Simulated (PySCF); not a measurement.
# C5H10AlFO: electronic excitations

Wanted: the electronic excitations of C5H10AlFO (`C=C/C=C\[O+]([AlH3-])CF`), by calculation.

Programs: PySCF 2.14.0, with density-fitted response routines of our own. Each step states its level of theory. These are calculated values for one molecule in the gas phase, unless marked as measured. Atoms count from 0, in the outputs and in this text.

## Step 1: The molecule as given

18 atoms, charge 0, multiplicity 1; geometry from: GFN2-xTB.

Bonds of the start (Å): C0–C1 1.33, C1–C2 1.45, C2–C3 1.33, C3–O4 1.40, O4–Al5 1.89, O4–C6 1.38, C6–F7 1.36, C0–H8 1.08, C0–H9 1.08, C1–H10 1.08, C2–H11 1.08, C3–H12 1.08, Al5–H13 1.57, Al5–H14 1.57, Al5–H15 1.58, C6–H16 1.10, C6–H17 1.10.

## Step 2: TDDFT and polarisability: PBE0/def2-SVPD

The job: settings as JSON, then the geometry in Å.

```
{"job": {"kind": "uv", "xc": "PBE0", "basis": "def2-SVPD", "nstates": 8, "ntriplets": 3}, "charge": 0, "multiplicity": 1}
C      2.923259     0.874835    -0.240093
C      1.674628     0.438587    -0.105606
C      0.619058     0.792873    -1.027486
C     -0.642532     0.371912    -0.953881
O     -1.096205    -0.463622     0.074976
Al    -1.712877     0.525477     1.561319
C     -1.015403    -1.819225    -0.173204
F     -1.860482    -2.160158    -1.185563
H      3.694819     0.608438     0.460682
H      3.212140     1.516777    -1.056316
H      1.401328    -0.193184     0.729974
H      0.885627     1.452051    -1.841814
H     -1.402674     0.643738    -1.672518
H     -2.811232     1.373492     0.821152
H     -0.388448     1.266299     1.971254
H     -2.133455    -0.758524     2.379989
H     -1.348946    -2.335593     0.733730
H     -0.007364    -2.127855    -0.488253
```

Method: TDDFT PBE0/def2-SVPD, vertical, gas phase, core orbitals frozen in the response.

The run is started by

```bash
> OMP_NUM_THREADS=1 python probes_run.py task.json out
```

The driver reads the jobs from task.json and runs them one after another.

Predict these results of the whole session: lowest singlet (PBE0/def2-SVPD); brightest single state of those computed; lowest triplet.

As calculated:

```
                                quantity                        value
         lowest singlet (PBE0/def2-SVPD)  4.67 eV (266 nm), f = 0.011
brightest single state of those computed  state 3, 5.87 eV, f = 0.544
                          lowest triplet                      3.13 eV
```

In words: The first singlet state (HOMO−1→LUMO 0.82, HOMO→LUMO 0.17) lies at 4.67 eV and is weak; of the 8 states computed, the strongest absorption comes from state 3 at 5.87 eV. The lowest triplet lies 1.54 eV below the lowest singlet (triplets in Tamm-Dancoff, singlets in full TDDFT).
